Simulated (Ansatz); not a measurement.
# Li+ with BF₃: superposition error and deformation, part 2 of 2

Ansatz 0.2.0, Gaussian basis.

## (11) B3LYP-D4/def2-TZVPPD

File free-b/in.yaml:

```yaml
crystal:
  periodic: [false, false, false]
  atoms:
    - {symbol: F, position_ang: [-0.004564, -0.045977, -0.681767]}
    - {symbol: B, position_ang: [0.004143, 0.040350, 0.626444]}
    - {symbol: F, position_ang: [0.015260, -1.049475, 1.355248]}
    - {symbol: F, position_ang: [0.001717, 1.216499, 1.205810]}
basis:
  gaussian: {orbitals: "def2-TZVPPD.json"}
hamiltonian: {xc: {name: B3LYP}, dispersion: d4}
```

The run is started by

```console
$ ansatz run in.yaml --threads 2 --pin off --events-out ev --progress --plain --max-ram 5222MiB
```

Output:

```text
Functional definition: B3LYP
  name "B3LYP"
  cite "Stephens, Devlin, Chabalowski & Frisch, J. Phys. Chem. 98, 11623 (1994) doi:10.1021/j100096a001"
  cite "Becke, Phys. Rev. A 38, 3098 (1988) doi:10.1103/PhysRevA.38.3098"
  cite "Lee, Yang & Parr, Phys. Rev. B 37, 785 (1988) doi:10.1103/PhysRevB.37.785"
  cite "Vosko, Wilk & Nusair, Can. J. Phys. 58, 1200 (1980) doi:10.1139/p80-159"
  parameter a0 = 0.2
  parameter ax = 0.72
  parameter ac = 0.81
  exchange = (1 - a0 - ax)*slater_x + ax*b88_x + a0*exact_x
  correlation = (1 - ac)*vwn_rpa_c + ac*lyp_c
756 factors; their error is unknown
mean field evaluation 1: about -8832.8323 eV, gradient 5.0e1 eV
mean field evaluation 2: about -8829.1532 eV, gradient 7.4e1 eV
mean field evaluation 4: about -8835.9288 eV, gradient 5.1e-1 eV
mean field evaluation 8: about -8835.9516 eV, gradient 5.4e-4 eV
mean field -8835.95159543 eV, -324.7152319091 hartree, gradient 8.0e-6 eV, S^2 0.000000; 0 other end points of the search recorded, 0 dependent functions left out
reference -8835.95183701 eV, -324.7152407869 hartree; 16, 16 occupied and 141, 141 virtual orbitals, 756 factors
Total energy: -8836.01738886 eV, -324.7176497730 hartree
```

Wall time 1.6 s (2 threads of Intel Xeon Platinum 8259CL at 2.50GHz, shared host).

## (12) wB97X-V/def2-TZVPPD

free-b/in.yaml, as its differences from that of step 11:

```diff
@@ -9,2 +9,2 @@
   gaussian: {orbitals: "def2-TZVPPD.json"}
-hamiltonian: {xc: {name: B3LYP}, dispersion: d4}
+hamiltonian: {xc: {name: wB97X-V}}
```

The run is started by

```console
$ ansatz run in.yaml --threads 2 --pin off --events-out ev --progress --plain --max-ram 5222MiB
```

Output, cut to the lines that bear on the results:

```text
[... 5 set-up lines as earlier in the session ...]
[...]
      + integral(e_c_pw_opposite_spin*poly(b97_u_opposite, cos0, cos1)) + vv10(b, c)
756 factors; their error is unknown
217 factors; integrals over basis functions are off by at most 2.6e-5 eV
[...]
mean field -8832.84741796 eV, -324.6011554910 hartree, gradient 2.7e-5 eV, S^2 0.000000; 0 other end points of the search recorded, 0 dependent functions left out
reference -8832.84741530 eV, -324.6011553932 hartree; 16, 16 occupied and 141, 141 virtual orbitals, 756 factors
Total energy: -8832.84741530 eV, -324.6011553932 hartree
```

Run time: 3.9 s. Hardware: 2 threads of Intel Xeon Platinum 8259CL at 2.50GHz, shared host.

## (13) wB97M-V/def2-TZVPPD

free-b/in.yaml, as its differences from that of step 12:

```diff
@@ -9,2 +9,2 @@
   gaussian: {orbitals: "def2-TZVPPD.json"}
-hamiltonian: {xc: {name: wB97X-V}}
+hamiltonian: {xc: {name: wB97M-V}}
```

The run is started by

```console
$ ansatz run in.yaml --threads 2 --pin off --events-out ev --progress --plain --max-ram 5222MiB
```

Output, cut to the lines that bear on the results:

```text
[... 5 set-up lines as earlier in the session ...]
  # Of w^i u^j: cxij and so on, Table III.
[...]
  gx(w, u) = 1 - cx + cx01*u + cx10*w
  gss(w, u) = css00 + css04*u^4 + css10*w + css20*w^2 + css43*w^4*u^3
  gos(w, u) = cos00 + cos10*w + (cos20 + cos21*u)*w^2 + (cos60 + cos61*u)*w^6
[...]
      + integral(e_c_pw_mod_opposite_spin*gos(b97_w_opposite, b97_u_opposite)) + vv10(b, c)
756 factors; their error is unknown
217 factors; integrals over basis functions are off by at most 2.6e-5 eV
[...]
mean field -8833.78883471 eV, -324.6357519185 hartree, gradient 2.9e-5 eV, S^2 0.000000; 0 other end points of the search recorded, 0 dependent functions left out
reference -8833.78890061 eV, -324.6357543401 hartree; 16, 16 occupied and 141, 141 virtual orbitals, 756 factors
Total energy: -8833.78890061 eV, -324.6357543401 hartree
```

Run time: 3.9 s. Hardware: 2 threads of Intel Xeon Platinum 8259CL at 2.50GHz, shared host.

## (14) B2PLYP/def2-TZVPPD

free-b/in.yaml, as its differences from that of step 13:

```diff
@@ -9,2 +9,2 @@
   gaussian: {orbitals: "def2-TZVPPD.json"}
-hamiltonian: {xc: {name: wB97M-V}}
+hamiltonian: {xc: {name: B2PLYP}}
```

The run is started by

```console
$ ansatz run in.yaml --threads 2 --pin off --events-out ev --progress --plain --max-ram 5222MiB
```

Output, cut to the lines that bear on the results:

```text
[... 5 set-up lines as earlier in the session ...]
[...]
1012 factors; integrals over basis functions are off by at most 1.8e-3 eV
[...]
mean field -8823.86697907 eV, -324.2711304488 hartree, gradient 3.8e-6 eV, S^2 0.000000; 0 other end points of the search recorded, 0 dependent functions left out
4 core orbitals not correlated: weight in the atoms' cores, before any rotation towards them, 1.000 or more for the frozen orbitals, at most 0.000 for the correlated occupied ones
reference -8823.86712357 eV, -324.2711357592 hartree; 12, 12 occupied and 141, 141 virtual orbitals, 1012 factors
second order -26.90255492 eV of doubles, -0.00000000 eV of singles
Total energy: -8831.13081340 eV, -324.5380714370 hartree
```

It took 2.8 s on 2 threads of Intel Xeon Platinum 8259CL at 2.50GHz, shared host.

## (15) BLYP-D4/def2-TZVPPD

free-b/in.yaml, as its differences from that of step 14:

```diff
@@ -9,2 +9,2 @@
   gaussian: {orbitals: "def2-TZVPPD.json"}
-hamiltonian: {xc: {name: B2PLYP}}
+hamiltonian: {xc: {name: BLYP}, dispersion: d4}
```

The run is started by

```console
$ ansatz run in.yaml --threads 2 --pin off --events-out ev --progress --plain --max-ram 5222MiB
```

Output, cut to the lines that bear on the results:

```text
Functional definition: BLYP
  name "BLYP"
[... 2 set-up lines as earlier in the session ...]
  parameter beta = 0.0042
  parameter a = 0.04918
  parameter b = 0.132
  parameter c = 0.2533
  parameter d = 0.349
  exchange = b88_x(beta = beta)
  correlation = lyp_c(a = a, b = b, c = c, d = d)
756 factors; their error is unknown
mean field evaluation 1: about -8831.2850 eV, gradient 5.5e1 eV
mean field evaluation 2: about -8822.0739 eV, gradient 1.0e2 eV
mean field evaluation 4: about -8835.0474 eV, gradient 1.0e0 eV
mean field evaluation 8: about -8835.0488 eV, gradient 1.1e-1 eV
mean field -8835.04881320 eV, -324.6820552739 hartree, gradient 3.0e-5 eV, S^2 0.000000; 0 other end points of the search recorded, 0 dependent functions left out
reference -8835.04913940 eV, -324.6820672617 hartree; 16, 16 occupied and 141, 141 virtual orbitals, 756 factors
Total energy: -8835.14454906 eV, -324.6855735017 hartree
```

Wall time 1.3 s (2 threads of Intel Xeon Platinum 8259CL at 2.50GHz, shared host).

## (16) revPBE-D4/def2-TZVPPD

free-b/in.yaml, as its differences from that of step 15:

```diff
@@ -9,2 +9,2 @@
   gaussian: {orbitals: "def2-TZVPPD.json"}
-hamiltonian: {xc: {name: BLYP}, dispersion: d4}
+hamiltonian: {xc: {name: revPBE}, dispersion: d4}
```

The run is started by

```console
$ ansatz run in.yaml --threads 2 --pin off --events-out ev --progress --plain --max-ram 5222MiB
```

Output, cut to the lines that bear on the results:

```text
Functional definition: revPBE
  name "revPBE"
  cite "Zhang & Yang, Phys. Rev. Lett. 80, 890 (1998) doi:10.1103/PhysRevLett.80.890"
[... 1 set-up line as earlier in the session ...]
  parameter kappa = 1.245
[... 3 set-up lines as earlier in the session ...]
756 factors; their error is unknown
mean field evaluation 1: about -8829.4771 eV, gradient 5.0e1 eV
mean field evaluation 2: about -8822.8615 eV, gradient 8.7e1 eV
mean field evaluation 4: about -8832.6290 eV, gradient 7.4e-1 eV
mean field evaluation 8: about -8832.6286 eV, gradient 1.0e-1 eV
mean field -8832.62861090 eV, -324.5931144798 hartree, gradient 2.3e-5 eV, S^2 0.000000; 0 other end points of the search recorded, 0 dependent functions left out
reference -8832.62868008 eV, -324.5931170221 hartree; 16, 16 occupied and 141, 141 virtual orbitals, 756 factors
Total energy: -8832.78681153 eV, -324.5989282458 hartree
```

Wall time 1.2 s (2 threads of Intel Xeon Platinum 8259CL at 2.50GHz, shared host).

## (17) B97M-V/def2-TZVPPD

free-b/in.yaml, as its differences from that of step 16:

```diff
@@ -9,2 +9,2 @@
   gaussian: {orbitals: "def2-TZVPPD.json"}
-hamiltonian: {xc: {name: revPBE}, dispersion: d4}
+hamiltonian: {xc: {name: B97M-V}}
```

The run is started by

```console
$ ansatz run in.yaml --threads 2 --pin off --events-out ev --progress --plain --max-ram 5222MiB
```

Output, cut to the lines that bear on the results:

```text
[... 5 set-up lines as earlier in the session ...]
  # Of w^i u^j: cxij and so on, Table III.
[...]
  gx(w, u) = cx00 + cx01*u + cx02*u^2 + (cx10 + cx11*u)*w
  gss(w, u) = css00 + css02*u^2 + css10*w + (css32*w^3 + css42*w^4)*u^2
  gos(w, u) = cos00 + cos01*u + cos03*u^3 + cos10*w + cos32*w^3*u^2
[...]
      + integral(e_c_pw_mod_opposite_spin*gos(b97_w_opposite, b97_u_opposite)) + vv10(b, c)
756 factors; their error is unknown
[...]
mean field -8833.20375237 eV, -324.6142505390 hartree, gradient 2.0e-5 eV, S^2 0.000000; 0 other end points of the search recorded, 0 dependent functions left out
reference -8833.20382916 eV, -324.6142533609 hartree; 16, 16 occupied and 141, 141 virtual orbitals, 756 factors
Total energy: -8833.20382916 eV, -324.6142533609 hartree
```

It took 3.4 s on 2 threads of Intel Xeon Platinum 8259CL at 2.50GHz, shared host.

## (18) HSE06-D4/def2-TZVPPD

free-b/in.yaml, as its differences from that of step 17:

```diff
@@ -9,2 +9,2 @@
   gaussian: {orbitals: "def2-TZVPPD.json"}
-hamiltonian: {xc: {name: B97M-V}}
+hamiltonian: {xc: hse06, dispersion: d4}
```

The run is started by

```console
$ ansatz run in.yaml --threads 2 --pin off --events-out ev --progress --plain --max-ram 5222MiB
```

Output, cut to the lines that bear on the results:

```text
Functional definition: HSE06
  name "HSE06"
  cite "Heyd, Scuseria & Ernzerhof, J. Chem. Phys. 118, 8207 (2003) doi:10.1063/1.1564060"
  cite "Krukau, Vydrov, Izmaylov & Scuseria, J. Chem. Phys. 125, 224106 (2006) doi:10.1063/1.2404663"
  cite "Heyd & Scuseria, J. Chem. Phys. 120, 7274 (2004) doi:10.1063/1.1668634"
  cite "Ernzerhof & Perdew, J. Chem. Phys. 109, 3313 (1998) doi:10.1063/1.476928"
[... 2 set-up lines as earlier in the session ...]
[...]
  # The whole range is PBE's own exchange, as in plane waves. The composition of these papers is wPBEh.
[...]
756 factors; their error is unknown
53 factors; integrals over basis functions are off by at most 9.4e-6 eV
[...]
mean field -8826.76095140 eV, -324.3774819706 hartree, gradient 1.0e-5 eV, S^2 0.000000; 0 other end points of the search recorded, 0 dependent functions left out
reference -8826.76100496 eV, -324.3774839388 hartree; 16, 16 occupied and 141, 141 virtual orbitals, 756 factors
Total energy: -8826.79110798 eV, -324.3785902045 hartree
```

Run time: 1.7 s. Hardware: 2 threads of Intel Xeon Platinum 8259CL at 2.50GHz, shared host.

## (19) CCSD(T)/def2-TZVPPD

free-b/in.yaml, as its differences from that of step 18:

```diff
@@ -9,2 +9,2 @@
   gaussian: {orbitals: "def2-TZVPPD.json"}
-hamiltonian: {xc: hse06, dispersion: d4}
+correlation: {method: ccsd_t}
```

The run is started by

```console
$ ansatz run in.yaml --threads 2 --pin off --events-out ev --progress --plain --max-ram 5222MiB
```

Output, cut to the lines that bear on the results:

```text
[... 4 set-up lines as earlier in the session ...]
[...]
1012 factors; integrals over basis functions are off by at most 1.8e-3 eV
[...]
mean field -8798.65263169 eV, -323.3445202737 hartree, gradient 9.6e-7 eV, S^2 0.000000; 0 other end points of the search recorded, 0 dependent functions left out
4 core orbitals not correlated: weight in the atoms' cores, before any rotation towards them, 1.000 or more for the frozen orbitals, at most 0.000 for the correlated occupied ones
reference -8798.65263169 eV, -323.3445202737 hartree; 12, 12 occupied and 141, 141 virtual orbitals, 1012 factors
second order -22.80212383 eV of doubles, -0.00000000 eV of singles
cycle   1  -22.36655355 eV  change    4.4e-1 eV  update   9.0e-2
[...]
cycle   9  -22.84725152 eV  change   -1.9e-6 eV  update   5.1e-6
perturbative correction -0.66414838 eV, -0.0244070027 hartree
Total energy: -8822.16403159 eV, -324.2085482835 hartree
```

Wall time 11 s (2 threads of Intel Xeon Platinum 8259CL at 2.50GHz, shared host); peak memory 0.92 GiB.

## (20) The split

```csv
method,interaction with counterpoise (meV),without,superposition error,deformation,binding energy
PBE-D4,-818,-821,2,111,-707
revPBE-D4,-802,-805,3,108,-694
BLYP-D4,-851,-854,3,108,-744
r2SCAN-D4,-769,-771,1,121,-648
B97M-V,-800,-801,1,124,-676
PBE0-D4,-825,-827,2,124,-702
B3LYP-D4,-860,-862,2,119,-741
HSE06-D4,-825,-827,2,124,-701
wB97X-V,-800,-803,2,121,-680
wB97M-V,-809,-811,3,120,-689
B2PLYP,-824,-830,5,121,-703
Hartree-Fock,-820,-821,1,143,-677
MP2,-770,-784,14,122,-648
CCSD,-784,-799,15,128,-656
CCSD(T),-775,-791,16,124,-651
```

## (21) Outcome

The summary covers parts 1 to 2.

| quantity | value |
| --- | --- |
| interaction, CCSD(T) | -775 meV |
| superposition error | 16 meV |
| deformation | 124 meV |
| binding energy | -651 meV |

In words: In this basis the superposition error is 16 meV for CCSD(T) and 2 meV on average for the plain functionals: correlated methods borrow far more, since they need many more functions to converge. Deformation takes back 16 % of the interaction.
